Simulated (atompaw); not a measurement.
# Sb: the cost of one run

Program: atompaw 4.2.0.5. Reference atom: PBE, scalar-relativistic, spherical and spin-unpolarised. All values are calculated.

### 1 The atom and the settings

Typed settings, in words:

| Quantity | Value |
| --- | --- |
| element | antimony (Sb, Z = 51) |
| type | PAW |
| frozen core | [Kr] |
| valence charge | 15 |
| reference configuration | 4d10 5s1.5 5p3.5 |
| partial waves | 5s (bound): rc 2.25 bohr; 5s channel at -0.65 Ry: rc 2.25 bohr; 5p (bound): rc 2.25 bohr; 5p channel at 0.2 Ry: rc 2.25 bohr; 4d (bound): rc 1.10 bohr; 4d channel at -1.45 Ry: rc 1.10 bohr |
| local potential | ultrasoft scheme with l = 3 at 0 Ry, radius 2.20 bohr |
| core correction | smooth core density matched at 2.00 bohr |
| augmentation charge | besselshape compensation charge, radius 2.15 bohr; PAW radius 2.25 bohr; waves and projectors: custom polynom vanderbiltortho |

### 2 Generating the potential

Sb.input

```
Sb 51
GGA-PBE scalarrelativistic loggrid 1500 logderivrange -5 5 251
5 5 4 0 0 0
5 0 1.5
5 1 3.5
0 0 0
c
c
c
c
v
c
c
c
v
c
v
2
2.25 2.15 2.20 2.00
y
-0.65
n
y
0.2
n
y
-1.45
n
custom polynom vanderbiltortho besselshape
3 0 ultrasoft
2.25
2.25
2.25
2.25
1.10
1.10
PWSCFOUT
UPFDX 0.0125d0 UPFXMIN -7.d0 UPFZMESH 51.d0
END
```

Command:

```sh
atompaw < Sb.input > Sb.log
```

**Question.** How long does this run take on 1 thread of Intel Xeon Platinum 8488C, shared host?

About 4.5 s.
